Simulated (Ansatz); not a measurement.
# GdN: the cost of one run

Method: DFT r²SCAN + rVV10 with U = 4 eV on Gd 4f, scalar-relativistic, plane waves, PAW, in Ansatz 0.2.0.

2 further runs of the same task are left out: 2 set aside as unsound or not needed.

## 1. The structure to begin with

Symmetry: Fm-3m, No. 225, cubic system. The conventional cell has a = 4.999 Å, b = 4.999 Å, c = 4.999 Å, α = 90.00°, β = 90.00°, γ = 90.00°. Gd (site symmetry m-3m) is surrounded by 6 N at 2.50 Å. N (site symmetry m-3m) has 6 Gd at 2.50 Å as nearest neighbours.

Coordinates:

```
CELL_PARAMETERS angstrom
0.00000 2.49950 2.49950
2.49950 0.00000 2.49950
2.49950 2.49950 0.00000
ATOMIC_POSITIONS crystal
Gd 0.50000 0.50000 0.50000
N 0.00000 0.00000 0.00000
```

At PBE+U (U_eff = 6 eV on Gd 4f), an earlier run found 0.30 GPa for this cell of 15.616 Å³/atom (8×8×8 mesh), metallic, moments in the atoms' spheres Gd 6.94; N -0.14 μB.

## 2. At the given cell

Input file input.yaml:

```yaml
crystal:
  lattice:
    - [0.0, 2.4994985661, 2.4994985661]
    - [2.4994985661, 0.0, 2.4994985661]
    - [2.4994985661, 2.4994985661, 0.0]
  atoms:
    - { symbol: Gd, position: [0.5, 0.5, 0.5], spin: 7.63 }
    - { symbol: "N", position: [0.0, 0.0, 0.0] }
basis:
  ecutwfc: 500
  ecutrho_ratio: 4
kpoints:
  mp_grid: { grid: [8, 8, 8] }
hamiltonian:
  xc: r2scan
  dispersion: rvv10
  hubbard: { sites: [{ species: Gd, l: f, u_eff: 4.0 }] }
scf:
  occupations: { method: gaussian, width: 0.05 }
  lower_state_search: "off"
output:
  forces: true
  stress: true
  eigenvalues: true
  populations: true
  hubbard: { sites: [{ species: Gd, l: f }] }
magnetization:
  spin_polarized: true
checkpoint:
  read: start.run
  write: ck
  compress: false
  write_wavefunctions: false
  write_every: 100000
```

start.run holds the state of a PBE+U run on this cell.

Started as:

```
$ ansatz run input.yaml --threads 4 --pin off --max-ram 6144MiB --backend cpu --events-out ev --progress --plain --runs-dir out
```

Q: Estimate wall time and peak memory on 4 threads of Arm Neoverse V1, shared host.

About 3.5 s, with a peak of 0.46 GiB.
